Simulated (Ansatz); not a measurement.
# YZn: further runs on the relaxed cell

The task here is to estimate one member of a computed series from the others.

Program: Ansatz 0.2.0. Level of theory: DFT r2SCAN, scalar-relativistic, plane waves, PAW. These are calculated values, not measurements.

1 further run of the same task is left out (set aside as unsound or not needed).

### The structure to begin with

It takes space group Pm-3m (No. 221, cubic). The conventional cell has a = 3.565 Å, b = 3.565 Å, c = 3.565 Å, α = 90.00°, β = 90.00°, γ = 90.00°. Around Y (site symmetry m-3m) lie 8 Zn at 3.09 Å. Zn (site symmetry m-3m) has 8 Y at 3.09 Å as nearest neighbours.

Coordinates:

```
Y Zn
1.0
     3.56458    0.00000    0.00000
     0.00000    3.56458    0.00000
     0.00000    0.00000    3.56458
Y Zn
1 1
Direct
  0.00000 0.00000 0.00000
  0.50000 0.50000 0.50000
```

This cell was relaxed beforehand with the same method: volume 22.65 Å³/atom, gap on the mesh none (metal).

The first run:

input.yaml reads:

```yaml
crystal:
  lattice:
    - [3.5645806503, 0.0, 0.0]
    - [0.0, 3.5645806503, 0.0]
    - [0.0, 0.0, 3.5645806503]
  atoms:
    - { symbol: "Y", position: [0.0, 0.0, 0.0] }
    - { symbol: Zn, position: [0.5, 0.5, 0.5] }
basis:
  ecutwfc: 500
kpoints:
  mp_grid: { grid: [12, 12, 12] }
  band_path:
    path:
      - [[0.0, 0.0, 0.0], [0.0, 0.5, 0.0], [0.5, 0.5, 0.0], [0.0, 0.0, 0.0], [0.5, 0.5, 0.5], [0.0, 0.5, 0.0]]
      - [[0.5, 0.5, 0.5], [0.5, 0.5, 0.0]]
    npoints: 14
hamiltonian:
  xc: r2scan
scf:
  occupations: { method: gaussian, width: 0.1 }
  n_extra_bands: 6
output:
  forces: true
  stress: true
  eigenvalues: true
  populations: true
  dos: { projected: true, de: 0.02, nscf_kmesh: { grid: [18, 18, 18] } }
  bader: true
  write_density: true
  write_potential: true
  elf: true
  volumetric_format: npy
```

On the command line:

```
> ansatz run input.yaml --threads 1 --pin off --max-ram 2560MiB --backend cpu --events-out ev --progress --plain --runs-dir out
```

Steps of the session up to this table: Bands, states and charges; Back to the database's cell; Volume × 0.97; The cell scaled to 1.03 of its volume; Point at V/V0 = 0.94; Volume × 1.06; Point at V/V0 = 0.91; Point at V/V0 = 1.10; Volume × 0.88.

One table of the session follows, with a row left open; its other results are not shown here.

It belongs to the step «Fit of the equation of state». 

```
volume (Å³/atom)  energy above the lowest point (meV/atom)  pressure (GPa)
          19.929                                      82.6           10.76
          20.608                                      44.1            7.45
          21.287                                      18.6            4.59
          21.967                                         ?               ?
          22.646                                       0.0            0.00
          23.326                                       4.0           -1.83
          24.005                                      15.3           -3.40
          24.911                                      39.7           -5.15
```

Estimate the missing values for volume (Å³/atom) = 21.967.

Worked estimate for «energy above the lowest point (meV/atom)». A straight line through the neighbours (21.287, 18.6) and (22.646, 0.0) gives 18.6 + (0.0 − 18.6) × (21.967 − 21.287) / (22.646 − 21.287) = 9.3; a parabola fitted to 4 rows on both sides gives 4.4.

As computed: energy above the lowest point (meV/atom): 4.4; pressure (GPa): 2.13. In «energy above the lowest point (meV/atom)» the line misses by +4.9 and the parabola by 0.0.

To keep in mind: The projections leave out shells that the potentials don't hold, such as empty d states.
